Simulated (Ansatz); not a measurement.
**TiH2 (singlet): wave-function methods side by side at distance Ti1–H2 = 2.033 Å, def2-SVP**

One table from this session's results is given with a row withheld; the runs are named, their logs left out.

Computed with Ansatz 0.2.0, Gaussian basis. Level: def2-SVP, core rule «outside noble gas», up to 9 orbitals frozen.

To be run: UHF; CCSD(T) on RHF; CCSD(T) on UHF; CISD; CCSDT(Q) on RHF; CCSDT(Q) on UHF; CASSCF and MRCISD+Q, 2 electrons in 2 orbitals; CASSCF and NEVPT2, 2 electrons in 2 orbitals; CASSCF and MRCISD+Q, 6 electrons in 8 orbitals; CASSCF and NEVPT4(SD), 6 electrons in 8 orbitals; CASSCF and NEVPT2, 6 electrons in 8 orbitals; Full CI.

32 further runs of the same task are left out: 9 for a known fault of the program, 19 that didn't finish, 4 set aside as unsound or not needed.

### The system

The geometry derives from a PBE0/def2-TZVP stationary point (not a proven minimum). One bond is set to the value named and the two fragments are kept rigid.

3 atoms, charge 0, spin multiplicity 1.

Atoms are counted from 1 here; the program's logs count them from 0.

Bond lengths: Ti1–H2 2.033 Å, Ti1–H3 1.847 Å. Angles: H2–Ti1–H3 180.0°.

The first run:

in.yaml

```yaml
crystal:
  periodic: [false, false, false]
  atoms:
    - {symbol: Ti, position_ang: [0.000000, 0.000000, 0.061867]}
    - {symbol: H, position_ang: [0.000000, 0.000000, -1.971133]}
    - {symbol: H, position_ang: [0.000000, 0.000000, 1.909267]}
basis:
  gaussian: {orbitals: def2-SVP}
magnetization: {spin_polarized: true, initial_magnetization: 0}
hamiltonian: {xc: hf}
output: {orbitals: {seedname: orbitals}}
```

On the command line:

```console
ansatz run in.yaml --threads 1 --pin off --events-out ev --progress --plain --max-ram 2393MiB
```

Steps of the session up to this table: UHF; CCSD(T) on RHF; CCSD(T) on UHF; CISD; CCSDT(Q) on RHF; CCSDT(Q) on UHF; CASSCF and MRCISD+Q, 2 electrons in 2 orbitals; CASSCF and NEVPT2, 2 electrons in 2 orbitals; CASSCF and MRCISD+Q, 6 electrons in 8 orbitals; CASSCF and NEVPT4(SD), 6 electrons in 8 orbitals; CASSCF and NEVPT2, 6 electrons in 8 orbitals; Full CI.

One table of the session follows, with a row left open; its other results are not shown here.

```
   method  from FCI (meV)
      RHF         +2726.7
     RMP2         +1100.2
     CISD          +425.0
    RCCSD          +191.4
 RCCSD(T)           +97.9
   RCCSDT           +19.8
RCCSDT(Q)               ?
      FCI               0
```

Estimate the missing values for RCCSDT(Q).

The run gave: from FCI (meV): +8.5. In the column «from FCI (meV)» it lies between FCI (0) and RCCSDT (+19.8).

Left out of the table: CASSCF pair, NEVPT2 pair, MRCISD pair, MRCISD+Q pair, CASSCF valence, NEVPT2 valence, NEVPT4(SD) valence, MRCISD valence, MRCISD+Q valence (the active space lost an orbital or holds another state than full CI finds).

Left out of the table: UHF, UMP2, UCCSD, UCCSD(T), UCCSDT, UCCSDT(Q) (another determinant or state than the rows shown).

To keep in mind: The report flags that the cluster equations may have other roots. The program flags RCCSDT(Q) as in doubt, so those rows may rest on another solution; read them beside their warnings.
